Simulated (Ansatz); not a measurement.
# Zn7B: the cost of one run

Computed with Ansatz 0.2.0 (DFT PBE, scalar-relativistic, plane waves, PAW, unless a step's input says otherwise).

1 further run of the same task is left out (it didn't finish). Runs told in other sessions of the task aren't counted.

### 1 Starting point

Symmetry: Im-3m, No. 229, cubic system. Conventional cell: a = 6.091 Å, b = 6.091 Å, c = 6.091 Å, α = 90.00°, β = 90.00°, γ = 90.00°. Around Zn (site symmetry 4/mmm) lie 8 Zn at 2.64 Å. Around Zn (site symmetry -3m) lie 6 Zn at 2.64 Å and 2 B at 2.64 Å. B (site symmetry m-3m) is surrounded by 8 Zn at 2.64 Å.

As a file:

```
CELL_PARAMETERS angstrom
-3.04535 3.04535 3.04535
3.04535 -3.04535 3.04535
3.04535 3.04535 -3.04535
ATOMIC_POSITIONS crystal
Zn 0.00000 0.50000 0.50000
Zn 0.50000 0.50000 0.00000
Zn 0.50000 0.00000 0.50000
Zn 0.00000 0.00000 0.50000
Zn 0.00000 0.50000 0.00000
Zn 0.50000 0.00000 0.00000
Zn 0.50000 0.50000 0.50000
B 0.00000 0.00000 0.00000
```

The cell is invented: species swapped into a database cell of Fe7Co (Im-3m, No. 229), with Zn on the Fe sites and B on the Co sites. Lengths come from tabulated atomic sizes and are only a guess.

### 2 A first look at the guess

File input.yaml:

```yaml
crystal:
  lattice:
    - [-3.04534967, 3.04534967, 3.04534967]
    - [3.04534967, -3.04534967, 3.04534967]
    - [3.04534967, 3.04534967, -3.04534967]
  atoms:
    - { symbol: Zn, position: [0.0, 0.5, 0.5] }
    - { symbol: Zn, position: [0.5, 0.5, 0.0] }
    - { symbol: Zn, position: [0.5, 0.0, 0.5] }
    - { symbol: Zn, position: [0.0, 0.0, 0.5] }
    - { symbol: Zn, position: [0.0, 0.5, 0.0] }
    - { symbol: Zn, position: [0.5, 0.0, 0.0] }
    - { symbol: Zn, position: [0.5, 0.5, 0.5] }
    - { symbol: B, position: [0.0, 0.0, 0.0] }
basis:
  ecutwfc: 420
kpoints:
  mp_grid: { grid: [4, 4, 4] }
hamiltonian:
  xc: pbe
scf:
  occupations: { method: gaussian, width: 0.1 }
  lower_state_search: "off"
output:
  forces: true
  stress: true
  eigenvalues: true
```

On the command line:

```
$ ansatz run input.yaml --threads 1 --pin off --max-ram 2560MiB --backend cpu --events-out ev --progress --plain --runs-dir out
```

What time and memory should one allow on 1 thread of AMD EPYC 9R45 (Zen 5), shared host?

About 1.2 s, with a peak of 0.43 GiB.
